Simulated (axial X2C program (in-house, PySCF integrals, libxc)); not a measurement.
# InNC⁻: bond lengths and stretches, held linear

An exercise on one series of results from a longer session: the logs are not shown, and one member is left open.

The runs use an in-house X2C program for linear molecules on PySCF integrals; all-electron X2C, two-component (2c) or spin-free, In dyall-v3z, N dyall-av3z, C dyall-v3z.

All values are calculated.

2 further runs of the same task are left out: 2 set aside as unsound or not needed.

Set-up of the first run:

File task.json:

```json
{
 "zs": [
  49,
  7,
  6
 ],
 "q": -1,
 "bas": [
  "dyall-v3z",
  "dyall-av3z",
  "dyall-v3z"
 ],
 "r0": [
  2.08,
  1.17
 ],
 "symm": 0,
 "scan": [
  "PBE0",
  "HF",
  "LDA"
 ],
 "levels": [
  "PBE0",
  "HF",
  "LDA"
 ],
 "nst": 2
}
```

Keys: zs atomic numbers; q charge; bas basis sets; r0 starting distance in Å; symm equal bonds; scan levels of the two-bond scan (MP2 follows by itself at each HF point); levels methods; nst determinants followed.

The run is started by

```
python solin.py task.json out
```

Masses In 114.904, N 14.003, C 12.000 u.

Steps of the session up to this table: Scan at PBE0, 2c; Scan at HF, 2c; Scan at LDA, 2c.

One of the session's tables, all rows but one given; the rest of the session is left out.

| level | r(In–N) (Å) | r(N–C) (Å) | lower stretch (cm⁻¹) | upper stretch (cm⁻¹) |
| --- | --- | --- | --- | --- |
| PBE0, 2c | ? | ? | ? | ? |
| HF, 2c | 2.329 | 1.150 | 236.7 | 2311.9 |
| LDA, 2c | 2.247 | 1.175 | 265.1 | 2088.0 |
| MP2, 2c | 2.305 | 1.187 | 245.5 | 2059.4 |
| PBE0, spin-free | 2.301 | 1.170 | 249.4 | 2149.5 |
| HF, spin-free | 2.324 | 1.150 | 240.2 | 2311.8 |
| LDA, spin-free | 2.243 | 1.175 | 267.5 | 2086.8 |
| MP2, spin-free | 2.301 | 1.187 | 248.0 | 2058.1 |

Q: Estimate the row for PBE0, 2c from the others.

**Answer.** r(In–N) (Å): 2.305; r(N–C) (Å): 1.170; lower stretch (cm⁻¹): 246.6; upper stretch (cm⁻¹): 2150.0.

Scans not shown above were run alike.

MP2 freezes inner shells (threshold -2 hartree). For an anion the highest level of a functional can be positive, and the basis then holds the extra electron. The molecule was held linear; bending was not examined, so a bent shape may lie lower. Note: functional without a current term on a determinant with orbital currents, of the molecule or an atom.
